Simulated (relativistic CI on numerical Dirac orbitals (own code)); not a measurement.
# Fe: the cost of one run

The numbers are computed with relativistic CI on numerical Dirac orbitals (own code) version 3 (charge-transfer multiplet model of a cubic metal-ligand cluster with up to 2 ligand holes, Slater and spin-orbit integrals from Dirac-Coulomb-Breit ions, Slater integrals scaled by 0.8), except any that are marked as measured or tabulated.

## 1. The atom as given

- ion: Fe⁵⁺ (Fe VI)
- nuclear charge: 26
- electrons: 21
- d electrons: 3
- ligand holes at most: 2
- parameters: in eV; Veg, Vt2g hoppings, tenDq and tenDqL metal and ligand splittings (negative tenDq: tetrahedral), red the scaling of hopping with a core hole
- temperature: 300 K
- widths: Lorentz 1.1 eV, Gauss 0.6 eV

## 2. Delta = -0.7 eV

Settings, as recorded:

```ini
cluster ion=Fe5+ d3 ligand_holes=2 slater_scale=0.8
Delta=-0.7 Udd=5.8 Upd=7.5 tenDq=2.15 tenDqL=0.4 Veg=2.9 Vt2g=-1.28 red=0.8
spectrum xps 1s T=300 lorentz=1.1 gauss=0.6
```

Launch:

```
$ python run_levels.py task.json out
```

The settings of every run stand in task.json; they run in order.

Q: Estimate wall time and peak memory on 1 thread of Intel Xeon 6975P-C, shared host.

About 3.5 s, with a peak of 0.23 GiB.
